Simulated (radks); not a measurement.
# Valence configurations of Ge²⁺

One table from this session's results is given with a row withheld; the runs are named, their logs left out.

The numbers are computed with radks (a radial shooting solver on a logarithmic mesh, Libxc functionals) version 1 (Dirac Kohn-Sham, LDA (Slater exchange, Perdew-Wang correlation), spin-unpolarised, spherical densities, point nucleus; open shells are shared between the two j in proportion to 2j + 1), except any that are marked as measured or tabulated.

### What is computed

| Item | Value |
| --- | --- |
| element | germanium (Z = 32) |
| charge | +2 |
| electrons | 30 |
| configuration | [Ar] 3d10 4s2 |
| others tried | 3d9 4s2 4p1; 3d9.5 4s2 4p0.5; 3d10 4s1 4p1; 3d8.5 4s2 4p1.5; 3d9 4s1.5 4p1.5; 3d9 4s0.5 4p2.5; 3d10 4s0.5 4p1.5; 3d10 4p2; 3d10 4s1.5 4p0.5 |

Outer shells as boxes (Hund's rule):

Ge²⁺
```
[Ar] core
3d [↑↓][↑↓][↑↓][↑↓][↑↓]
4s [↑↓]
```

Set-up of the first run:

Input:

```text
Z 32
configuration [Ar] 3d10 4s2
relativity Dirac
functional lda,pw
spin unpolarised
j_filling average
nucleus point
c 137.035999084
```

Launch:

```console
$ python run_ks.py task.json out
```

All runs below come from this command, one after another.

Steps of the session up to this table: [Ar] 3d10 4s2.

One of the session's tables, all rows but one given; the rest of the session is left out.

From the orbitals of this run (lengths in bohr):

```
level     <r>  outermost maximum (interpolated)  90 % within  nodes
2p1/2  0.1814                             0.139        0.297      0
2p3/2       ?                                 ?            ?      ?
3s1/2  0.6253                             0.543        0.936      2
3p1/2  0.6403                             0.537        0.986      1
3p3/2  0.6512                             0.546         1.00      1
3d3/2  0.7290                             0.500         1.24      0
3d5/2  0.7342                             0.503         1.25      0
4s1/2   1.933                              1.67         2.86      3
```

Q: Estimate the row for 2p3/2 from the others.

As computed: <r>: 0.1850; outermost maximum (interpolated): 0.142; 90 % within: 0.302; nodes: 0. In the column «<r>» it lies between 2p1/2 (0.1814) and 3s1/2 (0.6253).
